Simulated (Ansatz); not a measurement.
# Cl: a single-point run

Aim: a sound single-point run of Cl. The structure is shown as the input types it.

Program: Ansatz 0.2.0. Level of theory: density functional or hybrid calculation with the settings of its input, plane waves (as first typed). These are calculated values, not measurements.

2 further runs of the same task are left out: 2 that didn't finish.

**1. Starting point**

The structure is orthorhombic, space group Cmce (No. 64). The conventional cell has a = 6.250 Å, b = 4.014 Å, c = 8.147 Å, α = 90.00°, β = 90.00°, γ = 90.00°. Around Cl (site symmetry m) lie 1 Cl at 2.02 Å.

Structure file:

```cif
data_structure
_symmetry_space_group_name_H-M 'P 1'
_symmetry_Int_Tables_number 1
_cell_length_a 3.7143
_cell_length_b 3.7143
_cell_length_c 8.1466
_cell_angle_alpha 90.000
_cell_angle_beta 90.000
_cell_angle_gamma 65.423
_cell_volume 102.21
loop_
_atom_site_label
_atom_site_type_symbol
_atom_site_fract_x
_atom_site_fract_y
_atom_site_fract_z
_atom_site_occupancy
Cl1 Cl 0.87564 0.12436 0.60748 1
Cl2 Cl 0.12436 0.87564 0.39252 1
Cl3 Cl 0.62436 0.37564 0.10748 1
Cl4 Cl 0.37564 0.62436 0.89252 1
```

**2. Input and run**

File input.yaml:

```yaml
crystal:
  lattice:
    - [3.1252371057, -2.0072452166, 0.0]
    - [3.1252371057, 2.0072452166, 0.0]
    - [0.0, 0.0, 8.1465598679]
  atoms:
    - { symbol: Cl, position: [0.8756350467, 0.1243649533, 0.6074783337] }
    - { symbol: Cl, position: [0.1243649533, 0.8756350467, 0.3925216663] }
    - { symbol: Cl, position: [0.6243649533, 0.3756350467, 0.1074783337] }
    - { symbol: Cl, position: [0.3756350467, 0.6243649533, 0.8925216663] }
kpoints:
  mp_grid: { grid: [1, 1, 1] }
hamiltonian:
  xc: pbesol
scf:
  occupations: { method: fixed }
  n_extra_bands: 5
output:
  forces: true
  stress: true
  eigenvalues: true
```

Started as:

```
$ ansatz run input.yaml --threads 4 --pin off --max-ram 5529MiB --backend cpu --events-out ev --progress --plain --runs-dir out
```

**Question.** How will this run end, and is anything wrong with its input?

The program finished normally. It gives a pressure of 20 GPa and a largest force of 2.6 eV/Å, which is large; a structure far from rest gives such values too, whatever the setting.

Look at the input: kpoints.mp_grid.grid is [1, 1, 1]. Band dispersion is ignored when only one k-point is used.

To check: set kpoints.mp_grid.grid to [6, 6, 2].
